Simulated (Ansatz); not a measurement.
Geometry optimisation, Ansatz, DFT PBE, scalar-relativistic, plane waves, PAW.

Input:

```yaml
crystal:
  lattice:
    - [10.86, 0.0, 0.0]
    - [0.0, 10.86, 0.0]
    - [0.0, 0.0, 10.86]
  atoms:
    - { symbol: Si, position: [0.5, 0.0, 0.0] }
    - { symbol: Si, position: [0.625, 0.125, 0.125] }
    - { symbol: Si, position: [0.75, 0.25, 0.0] }
    - { symbol: Si, position: [0.875, 0.375, 0.125] }
    - { symbol: Si, position: [0.75, 0.0, 0.25] }
    - { symbol: Si, position: [0.875, 0.125, 0.375] }
    - { symbol: Si, position: [0.0, 0.0, 0.0] }
    - { symbol: Si, position: [0.125, 0.125, 0.125] }
    - { symbol: Si, position: [0.25, 0.25, 0.0] }
    - { symbol: Si, position: [0.375, 0.375, 0.125] }
    - { symbol: Si, position: [0.5, 0.5, 0.0] }
    - { symbol: Si, position: [0.625, 0.625, 0.125] }
    - { symbol: Si, position: [0.75, 0.75, 0.0] }
    - { symbol: Si, position: [0.875, 0.875, 0.125] }
    - { symbol: Si, position: [0.25, 0.0, 0.25] }
    - { symbol: Si, position: [0.375, 0.125, 0.375] }
    - { symbol: Si, position: [0.5, 0.25, 0.25] }
    - { symbol: Si, position: [0.625, 0.375, 0.375] }
    - { symbol: Si, position: [0.75, 0.5, 0.25] }
    - { symbol: Si, position: [0.875, 0.625, 0.375] }
    - { symbol: Si, position: [0.5, 0.0, 0.5] }
    - { symbol: Si, position: [0.625, 0.125, 0.625] }
    - { symbol: Si, position: [0.75, 0.25, 0.5] }
    - { symbol: Si, position: [0.875, 0.375, 0.625] }
    - { symbol: Si, position: [0.75, 0.0, 0.75] }
    - { symbol: Si, position: [0.875, 0.125, 0.875] }
    - { symbol: Si, position: [0.0, 0.5, 0.0] }
    - { symbol: Si, position: [0.125, 0.625, 0.125] }
    - { symbol: Si, position: [0.25, 0.75, 0.0] }
    - { symbol: Si, position: [0.375, 0.875, 0.125] }
    - { symbol: Si, position: [0.0, 0.25, 0.25] }
    - { symbol: P, position: [0.0, 0.5, 0.5] }
    - { symbol: Si, position: [0.25, 0.5, 0.25] }
    - { symbol: Si, position: [0.375, 0.625, 0.375] }
    - { symbol: Si, position: [0.5, 0.75, 0.25] }
    - { symbol: Si, position: [0.625, 0.875, 0.375] }
    - { symbol: Si, position: [0.0, 0.0, 0.5] }
    - { symbol: Si, position: [0.125, 0.125, 0.625] }
    - { symbol: Si, position: [0.25, 0.25, 0.5] }
    - { symbol: Si, position: [0.375, 0.375, 0.625] }
    - { symbol: Si, position: [0.5, 0.5, 0.5] }
    - { symbol: Si, position: [0.625, 0.625, 0.625] }
    - { symbol: Si, position: [0.75, 0.75, 0.5] }
    - { symbol: Si, position: [0.875, 0.875, 0.625] }
    - { symbol: Si, position: [0.25, 0.0, 0.75] }
    - { symbol: Si, position: [0.375, 0.125, 0.875] }
    - { symbol: Si, position: [0.5, 0.25, 0.75] }
    - { symbol: Si, position: [0.625, 0.375, 0.875] }
    - { symbol: Si, position: [0.75, 0.5, 0.75] }
    - { symbol: Si, position: [0.875, 0.625, 0.875] }
    - { symbol: Si, position: [0.0, 0.75, 0.25] }
    - { symbol: Si, position: [0.125, 0.875, 0.375] }
    - { symbol: Si, position: [0.125, 0.625, 0.625] }
    - { symbol: Si, position: [0.25, 0.75, 0.5] }
    - { symbol: Si, position: [0.375, 0.875, 0.625] }
    - { symbol: Si, position: [0.0, 0.25, 0.75] }
    - { symbol: Si, position: [0.125, 0.375, 0.875] }
    - { symbol: Si, position: [0.25, 0.5, 0.75] }
    - { symbol: Si, position: [0.375, 0.625, 0.875] }
    - { symbol: Si, position: [0.5, 0.75, 0.75] }
    - { symbol: Si, position: [0.625, 0.875, 0.875] }
    - { symbol: Si, position: [0.0, 0.75, 0.75] }
    - { symbol: Si, position: [0.125, 0.875, 0.875] }
total_charge: -1
basis:
  ecutwfc: 420.0
kpoints:
  mp_grid: { grid: [1, 1, 1] }
hamiltonian:
  xc: pbe
  pseudopotentials: { kind: paw, azcp: { folder: soft_1 } }
scf:
  occupations: { method: gaussian, width: 0.02 }
  lower_state_search: "off"
relax:
  f_tol: 0.03
  max_steps: 60
  adjacent_minimum: "off"
```

Command:

```bash
$ ansatz run input.yaml --threads 4 --pin off --max-ram 10240MiB --backend cpu --events-out ev --progress --plain --runs-dir out
```

Question: Where does it end, and by what steps?

Answer: The run converged. Limits of this set-up: coarse k mesh, no spin, though dangling bonds at a vacancy may carry it, a typed lattice constant that wasn't relaxed here, charged cell in a uniform background, uncorrected. After 4 steps the energy has fallen by 0.243 eV; Si31 moved furthest, 0.18 Å.

```
step  energy less start (eV)  largest force component (eV/Å)  accepted
   0                  0.0000                           0.644       yes
   1                 -0.1934                           0.198       yes
   2                 -0.2303                           0.103       yes
   3                 -0.1769                           0.268        no
   4                 -0.2430                           0.010       yes
```

```xyz
63
Lattice="10.8600 0.0000 0.0000 0.0000 10.8600 0.0000 0.0000 0.0000 10.8600" Properties=species:S:1:pos:R:3
Si 5.444 -0.014 -0.014
Si 6.805 1.352 1.352
Si 8.181 2.725 0.025
Si 9.561 4.077 1.422
Si 8.181 0.025 2.725
Si 9.561 1.422 4.077
Si 0.022 -0.016 -0.016
Si 1.368 1.355 1.355
Si 2.727 2.703 -0.013
Si 4.075 4.062 1.355
Si 5.446 5.408 -0.016
Si 6.787 6.769 1.378
Si 8.137 8.153 0.028
Si 9.521 9.503 1.378
Si 2.727 -0.013 2.703
Si 4.075 1.355 4.062
Si 5.443 2.703 2.703
Si 6.778 4.074 4.074
Si 8.174 5.426 2.758
Si 9.519 6.771 4.174
Si 5.446 -0.016 5.408
Si 6.787 1.378 6.769
Si 8.174 2.758 5.426
Si 9.519 4.174 6.771
Si 8.137 0.028 8.153
Si 9.521 1.378 9.503
Si 0.006 5.424 0.010
Si 1.353 6.729 1.422
Si 2.705 8.109 0.025
Si 4.078 9.485 1.352
Si 0.162 2.770 2.770
P 0.041 5.389 5.389
Si 2.660 5.268 2.770
Si 4.008 6.729 4.077
Si 5.405 8.109 2.725
Si 6.799 9.491 4.059
Si 0.006 0.010 5.424
Si 1.353 1.422 6.729
Si 2.660 2.770 5.268
Si 4.008 4.077 6.729
Si 5.420 5.424 5.424
Si 6.754 6.799 6.799
Si 8.133 8.157 5.460
Si 9.491 9.536 6.799
Si 2.705 0.025 8.109
Si 4.078 1.352 9.485
Si 5.405 2.725 8.109
Si 6.799 4.059 9.491
Si 8.133 5.460 8.157
Si 9.491 6.799 9.536
Si 0.004 8.116 2.758
Si 1.356 9.512 4.074
Si 1.256 6.771 6.771
Si 2.672 8.116 5.426
Si 4.052 9.503 6.769
Si 0.004 2.758 8.116
Si 1.356 4.074 9.512
Si 2.672 5.426 8.116
Si 4.052 6.769 9.503
Si 5.402 8.153 8.153
Si 6.790 9.500 9.500
Si -0.030 8.157 8.157
Si 1.371 9.491 9.491
```

Whether the end is a true minimum wasn't checked by a vibrational analysis.

Time of the run: 22 s on 4 threads of Arm Neoverse V1 (shared host), peak memory 1.1 GiB.
